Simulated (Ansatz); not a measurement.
**CH4FOSn radical: a ladder of functionals and wavefunction methods**

The task here is to estimate one member of a computed series from the others.

The runs use Ansatz 0.2.0, Gaussian basis; functionals in def2-TZVPP, the program's frozen cores in correlated methods.

Levels to be run: LDA (SPW92), PBE-D4, revPBE-D4, BLYP-D4, r2SCAN-D4, B97M-V, PBE0-D4, B3LYP-D4, r2SCANh-D4, r2SCAN0-D4, HSE06-D4, BHLYP-D4, CAM-B3LYP-D4, LC-ωPBE, ωB97X-V, ωB97M-V, B2PLYP, PBE-QIDH; CCSD(T)/def2-SVP; CCSD(T)/def2-TZVPP; MP2/def2-QZVPP; extrapolation to the limit; RPA on PBE.

**The geometry**

The geometry comes from an earlier relaxation with PBE0-D4 in a triple-zeta def2 set; it is a stationary point, not always the lowest conformer. Sn takes the def2 core potential; no spin-orbit term is included.

SMILES `[CH3][Sn]([OH])[F]`, 8 atoms, charge 0, spin multiplicity 2.

Atoms are counted from 1 here; the program's logs count them from 0.

Bond lengths: C1–Sn2 2.172 Å, C1–H5 1.089 Å, C1–H6 1.087 Å, C1–H7 1.090 Å, Sn2–O3 1.969 Å, Sn2–F4 1.943 Å, O3–H8 0.962 Å. Angles: Sn2–C1–H5 106.8°, Sn2–C1–H6 110.8°, Sn2–C1–H7 105.0°, H5–C1–H6 111.4°, H5–C1–H7 111.3°, H6–C1–H7 111.2°, C1–Sn2–O3 104.6°, C1–Sn2–F4 105.7°, O3–Sn2–F4 101.5°, Sn2–O3–H8 113.5°.

The first run:

in.yaml

```yaml
crystal:
  periodic: [false, false, false]
  atoms:
    - {symbol: C, position_ang: [0.357806, 1.043073, -0.793790]}
    - {symbol: Sn, position_ang: [-0.841175, -0.633714, -0.109856]}
    - {symbol: O, position_ang: [-0.645442, -0.615431, 1.849502]}
    - {symbol: F, position_ang: [0.163500, -2.227078, -0.584549]}
    - {symbol: H, position_ang: [0.324784, 1.796213, -0.007659]}
    - {symbol: H, position_ang: [-0.025229, 1.433225, -1.733388]}
    - {symbol: H, position_ang: [1.363725, 0.640275, -0.914986]}
    - {symbol: H, position_ang: [-0.605768, -1.493662, 2.238927]}
basis:
  gaussian: {orbitals: def2-TZVPP}
magnetization: {spin_polarized: true, initial_magnetization: 1}
hamiltonian: {xc: lda}
output: {orbitals: {seedname: orbitals}}
```

Started as:

```console
> ansatz run in.yaml --threads 4 --pin off --events-out ev --progress --plain --max-ram 10444MiB
```

Among the steps run: LDA; PBE-D4 (GGA); revPBE-D4 (GGA); BLYP-D4 (GGA); r2SCAN-D4 (meta-GGA); B97M-V (meta-GGA); PBE0-D4 (hybrid); B3LYP-D4 (hybrid); r2SCANh-D4 (hybrid); r2SCAN0-D4 (hybrid); HSE06-D4 (hybrid); BHLYP-D4 (hybrid); CAM-B3LYP-D4 (range-separated); LC-ωPBE (range-separated); ωB97X-V (range-separated); ωB97M-V (range-separated); B2PLYP (double hybrid); PBE-QIDH (double hybrid).

One table of the session follows, with a row left open; its other results are not shown here.

It belongs to the step «Orbital energies across the functionals». 

```
  functional  HOMO (eV)  LUMO (eV)  gap (eV)
 LDA (SPW92)      -5.49      -4.78      0.71
      PBE-D4      -5.37      -4.42      0.95
   revPBE-D4      -5.32      -4.29      1.03
     BLYP-D4      -5.23      -4.43      0.79
   r2SCAN-D4      -5.76      -4.16      1.60
      B97M-V      -5.56      -4.53      1.04
     PBE0-D4      -6.57      -3.61      2.96
    B3LYP-D4      -6.34      -3.98      2.35
  r2SCANh-D4      -6.20      -3.86      2.35
  r2SCAN0-D4      -6.87      -3.40      3.47
    HSE06-D4      -6.18      -3.98      2.20
    BHLYP-D4      -7.62      -2.86      4.76
CAM-B3LYP-D4          ?          ?         ?
     LC-ωPBE      -9.16      -1.39      7.77
     ωB97X-V      -8.70      -1.75      6.95
     ωB97M-V      -8.63      -1.87      6.76
```

Q: Estimate the row for CAM-B3LYP-D4 from the others.

The run gave: HOMO (eV): -7.83; LUMO (eV): -2.75; gap (eV): 5.08. In the column «HOMO (eV)» it lies between ωB97M-V (-8.63) and BHLYP-D4 (-7.62).
